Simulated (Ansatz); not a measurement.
# CH7NOSi: the cost of one run

Method: the settings change from run to run; program: Ansatz 0.2.0, Gaussian basis.

## 1. The molecule

An earlier PBE0-D4 in a triple-zeta def2 set relaxation fixed the geometry.

SMILES `NC[SiH2]O`, 11 atoms, charge 0, spin multiplicity 1.

Atoms are counted from 1 here; the program's logs count them from 0.

Bond lengths: N1–C2 1.468 Å, N1–H5 1.012 Å, N1–H6 1.013 Å, C2–Si3 1.883 Å, C2–H7 1.099 Å, C2–H8 1.095 Å, Si3–O4 1.646 Å, Si3–H9 1.493 Å, Si3–H10 1.485 Å, O4–H11 0.965 Å. Angles: C2–N1–H5 111.5°, C2–N1–H6 110.7°, H5–N1–H6 106.9°, N1–C2–Si3 106.3°, N1–C2–H7 114.9°, N1–C2–H8 108.2°, Si3–C2–H7 113.3°, Si3–C2–H8 107.0°, H7–C2–H8 106.8°, C2–Si3–O4 106.4°, C2–Si3–H9 108.9°, C2–Si3–H10 112.7°, O4–Si3–H9 111.3°, O4–Si3–H10 108.8°, H9–Si3–H10 108.7°, Si3–O4–H11 110.3°.

## 2. r2SCANh/def2-SVP

Set apart from the defaults: multiplicity 3, restricted open-shell orbitals, finite nuclei.

Contents of in.yaml:

```yaml
crystal:
  periodic: [false, false, false]
  atoms:
    - {symbol: N, position_ang: [-1.027561, 0.085417, -1.007451]}
    - {symbol: C, position_ang: [0.295239, 0.573771, -0.600142]}
    - {symbol: Si, position_ang: [0.634668, -0.169124, 1.096008]}
    - {symbol: O, position_ang: [0.255932, -1.767556, 0.988200]}
    - {symbol: H, position_ang: [-1.207945, 0.273396, -1.985512]}
    - {symbol: H, position_ang: [-1.757438, 0.548626, -0.479848]}
    - {symbol: H, position_ang: [0.414301, 1.666084, -0.628440]}
    - {symbol: H, position_ang: [1.039699, 0.157018, -1.286333]}
    - {symbol: H, position_ang: [-0.218522, 0.522316, 2.107642]}
    - {symbol: H, position_ang: [2.056493, -0.039950, 1.503590]}
    - {symbol: H, position_ang: [-0.419367, -1.906897, 0.313086]}
basis:
  gaussian: {orbitals: def2-SVP, nuclear_model: gaussian}
magnetization: {spin_polarized: false, initial_magnetization: 2}
hamiltonian: {xc: {name: r2SCANh}}
output: {forces: true}
```

The run is started by

```bash
> ansatz run in.yaml --threads 2 --pin off --events-out ev --progress --plain --max-ram 4352MiB
```

What time and memory should one allow on 2 threads of Arm Neoverse V2, shared host?

About 12 s, with a peak of 0.29 GiB.
